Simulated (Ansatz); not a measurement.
# ZrTa2C2: the cost of one run

Computed with Ansatz 0.2.0 (DFT PBE, scalar-relativistic, plane waves, PAW, unless a step's input says otherwise).

3 further runs of the same task are left out: 2 that didn't finish, 1 set aside as unsound or not needed.

## 1. The structure to begin with

Symmetry: R-3m, No. 166, trigonal system. The conventional cell has a = 3.198 Å, b = 3.198 Å, c = 23.014 Å, α = 90.00°, β = 90.00°, γ = 120.00°. Around Zr (site symmetry -3m) lie 6 C at 2.35 Å. Around Ta (site symmetry 3m) lie 3 C at 2.18 Å. Around C (site symmetry 3m) lie 3 Ta at 2.18 Å and 3 Zr at 2.35 Å.

Coordinates:

```xyz
5
Lattice="1.5989 0.9231 7.6715 -1.5989 0.9231 7.6715 0.0000 -1.8462 7.6715" Properties=species:S:1:pos:R:3 pbc="T T T"
Zr    0.0000    0.0000    0.0000
Ta    0.0000    0.0000    5.0574
Ta    0.0000    0.0000   17.9570
C     0.0000    0.0000    9.1240
C     0.0000    0.0000   13.8904
```

It is the end of an earlier relaxation with the same method, from a database cell with other species swapped in; it is a trial structure. At a tolerance of 0.05 Å it has space group R-3m (No. 166); it has 13.59 Å³/atom, an uncorrected energy of -0.73 eV/atom over the elements.

## 2. Bands, states and charges

Input file input.yaml:

```yaml
crystal:
  lattice:
    - [1.5988695898, 0.9231077881, 7.671470327]
    - [-1.5988695898, 0.9231077881, 7.671470327]
    - [0.0, -1.8462155761, 7.671470327]
  atoms:
    - { symbol: Zr, position: [0.0, 0.0, 0.0] }
    - { symbol: Ta, position: [0.219748122, 0.219748122, 0.219748122] }
    - { symbol: Ta, position: [0.780251878, 0.780251878, 0.780251878] }
    - { symbol: C, position: [0.3964493537, 0.3964493537, 0.3964493537] }
    - { symbol: C, position: [0.6035506463, 0.6035506463, 0.6035506463] }
basis:
  ecutwfc: 420
kpoints:
  mp_grid: { grid: [12, 12, 12] }
  band_path:
    path:
      - [[0.0, 0.0, 0.0], [0.5, 0.5, 0.5], [0.82368047, 0.17631953, 0.5]]
      - [[0.5, -0.17631953, 0.17631953], [0.5, 0.0, 0.0], [0.0, 0.0, 0.0], [0.33815977, -0.33815977, 0.0]]
      - [[0.66184023, 0.0, 0.33815977], [0.5, 0.0, 0.5], [0.0, 0.0, 0.0]]
    npoints: 14
hamiltonian:
  xc: pbe
scf:
  occupations: { method: gaussian, width: 0.1 }
  n_extra_bands: 12
output:
  forces: true
  stress: true
  eigenvalues: true
  populations: true
  dos: { projected: true, de: 0.02, nscf_kmesh: { grid: [15, 15, 15] } }
  bader: true
```

On the command line:

```bash
ansatz run input.yaml --threads 1 --pin off --max-ram 2560MiB --backend cpu --events-out ev --progress --plain --runs-dir out
```

What time and memory should one allow on 1 thread of Arm Neoverse V2, shared host?

About 78 s, with a peak of 0.74 GiB.
